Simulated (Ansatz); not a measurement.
GaGe3:

```
Ge Ga
1.0
     4.27847    0.00000    0.00000
     0.00000    4.27847    0.00000
     0.00000    0.00000    4.27847
Ge Ga
3 1
Direct
  0.50000 0.50000 0.00000
  0.50000 0.00000 0.50000
  0.00000 0.50000 0.50000
  0.00000 0.00000 0.00000
```

The cell comes from a database or a generator and needn't be the stable form of this composition.

- Program: Ansatz 0.2.0
- Task: relaxation of cell and atoms
- Functional: PBEsol
- Potentials or basis: Ansatz PAW
- Cutoff: 420 eV (not typed: the program's choice for these potentials)
- k mesh: 6 × 6 × 6
- Occupations: fermi-dirac, width 0.05 eV
- Spin: no spin polarisation

At the start: volume 19.58 Å³/atom.

Q: Where does the relaxation end?

A: It ends after 5 steps and the volume is 18.46 Å³/atom (-5.7 %); space group Pm-3m (No. 221, to 0.05 Å).

Step by step:
| step | energy change (eV) | largest force (eV/Å) | volume (Å³) |
| --- | --- | --- | --- |
| 1 | 0.0000 | 0.0000 | 78.32 |
| 2 | -0.0450 | 0.0000 | 72.30 |
| 3 | -0.0514 | 0.0000 | 73.98 |
| 4 | -0.0515 | 0.0000 | 73.84 |
| 5 | -0.0505 | 0.0000 | 73.84 |

Final structure:
```
Ge Ga
1.0
     4.19522    0.00000    0.00000
     0.00000    4.19522    0.00000
     0.00000    0.00000    4.19522
Ge Ga
3 1
Direct
  0.50000 0.50000 0.00000
  0.50000 0.00000 0.50000
  0.00000 0.50000 0.50000
  0.00000 0.00000 0.00000
```

Caveat: the plane-wave basis is chosen anew once the cell has moved, so the energies of steps on either side of that aren't comparable; the PAW data sets come from PBE, with cores solved anew for the run's functional, which leaves a small shift of forces and pressure.
